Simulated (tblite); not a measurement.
# C3H14OSi4: the cost of one run

The runs use tblite 0.8.0 and PySCF 2.14.0, with density-fitted response routines of our own; the level of theory stands in each step. All values are computed, except where a source is named. Atoms count from 0, in the outputs and in this text.

## (1) Starting geometry

22 atoms, charge 0, multiplicity 1; geometry from: force field or distance geometry start.

Bonds of the start (Å): O0–C1 1.24, C1–C2 1.48, C2–Si3 1.87, C2–Si4 1.87, C2–Si5 1.82, Si5–C6 1.86, C6–Si7 1.88, C1–H8 1.10, Si3–H9 1.48, Si3–H10 1.47, Si3–H11 1.47, Si4–H12 1.49, Si4–H13 1.48, Si4–H14 1.46, Si5–H15 1.48, Si5–H16 1.48, C6–H17 1.10, C6–H18 1.12, Si7–H19 1.46, Si7–H20 1.47, Si7–H21 1.47.

## (2) Geometry optimisation with GFN2-xTB

What the job is given:

```
{"job": {"kind": "relax", "xc": "GFN2-xTB", "basis": "xTB"}, "charge": 0, "multiplicity": 1}
O     -2.136000    -2.319400     0.127700
C     -1.352400    -1.566300    -0.462100
C     -1.097200    -0.230300     0.132600
Si    -2.126800     0.025500     1.675600
Si    -1.781600     1.011500    -1.093500
Si     0.637600     0.111500     0.579800
C      1.892300    -0.772200    -0.462300
Si     3.339900     0.412400    -0.648500
H     -0.832500    -1.905700    -1.370600
H     -1.318900     0.888500     2.572700
H     -3.320600     0.800900     1.322800
H     -2.451300    -1.241500     2.341800
H     -2.891700     0.386600    -1.858900
H     -2.371500     2.142200    -0.351600
H     -0.774500     1.523000    -2.021200
H      0.832800    -0.248800     2.003700
H      0.887800     1.568700     0.489600
H      1.497700    -1.126500    -1.427500
H      2.302000    -1.648500     0.098400
H      4.399000    -0.130400    -1.493800
H      3.799800     0.683300     0.720300
H      2.855600     1.654900    -1.276900
```

The run is started by

```bash
$ OMP_NUM_THREADS=1 python probes_run.py task.json out
```

This one command runs all jobs of the session in turn.

**Question.** How long does this first job take on 1 thread of Arm Neoverse N1, shared host?

About 4.6 s.
